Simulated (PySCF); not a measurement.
**C5H6Cl2O: electronic excitations**

Wanted: the electronic excitations of C5H6Cl2O (`CC/C(=C/Cl)C(=O)Cl`), by calculation.

Computed with PySCF 2.14.0, with density-fitted response routines of our own, on a single molecule in the gas phase. Atoms count from 0, in the outputs and in this text.

## 1. The starting structure

14 atoms, charge 0, multiplicity 1; geometry from: GFN2-xTB.

Bonds of the start (Å): C0–C1 1.52, C1–C2 1.51, C2–C3 1.34, C3–Cl4 1.70, C2–C5 1.46, C5–O6 1.19, C5–Cl7 1.78, C0–H8 1.09, C0–H9 1.09, C0–H10 1.09, C1–H11 1.09, C1–H12 1.09, C3–H13 1.08.

## 2. Excited states and response: CAM-B3LYP/def2-SVPD

Job settings and geometry (Å):

```
{"job": {"kind": "uv", "xc": "CAM-B3LYP", "basis": "def2-SVPD", "nstates": 8, "ntriplets": 3}, "charge": 0, "multiplicity": 1}
C     -1.807589    -0.438061    -0.112039
C     -0.689052     0.576845    -0.302508
C      0.700397     0.072834    -0.013486
C      0.930319    -1.186539     0.397099
Cl     2.449723    -1.856613     0.748333
C      1.828842     0.990580    -0.186385
O      2.982337     0.790220     0.021576
Cl     1.357162     2.599160    -0.788040
H     -1.852993    -0.784973     0.916933
H     -2.757416     0.032624    -0.352451
H     -1.677653    -1.291911    -0.771733
H     -0.709027     0.940116    -1.332682
H     -0.875271     1.440336     0.341024
H      0.119544    -1.885092     0.532290
```

Method: TDDFT CAM-B3LYP/def2-SVPD, vertical, gas phase, core orbitals frozen in the response.

Predict these results of the whole session: lowest singlet (CAM-B3LYP/def2-SVPD); brightest single state of those computed; lowest triplet.

As calculated:

```
                                quantity                        value
    lowest singlet (CAM-B3LYP/def2-SVPD)  4.16 eV (298 nm), f = 0.000
brightest single state of those computed  state 2, 5.19 eV, f = 0.269
                          lowest triplet                      3.24 eV
```

**Reading.** The first singlet state (HOMO−1→LUMO 0.93) lies at 4.16 eV and is dark; of the 8 states computed, the strongest absorption comes from state 2 at 5.19 eV. The lowest triplet lies 0.92 eV below the lowest singlet (triplets in Tamm-Dancoff, singlets in full TDDFT).
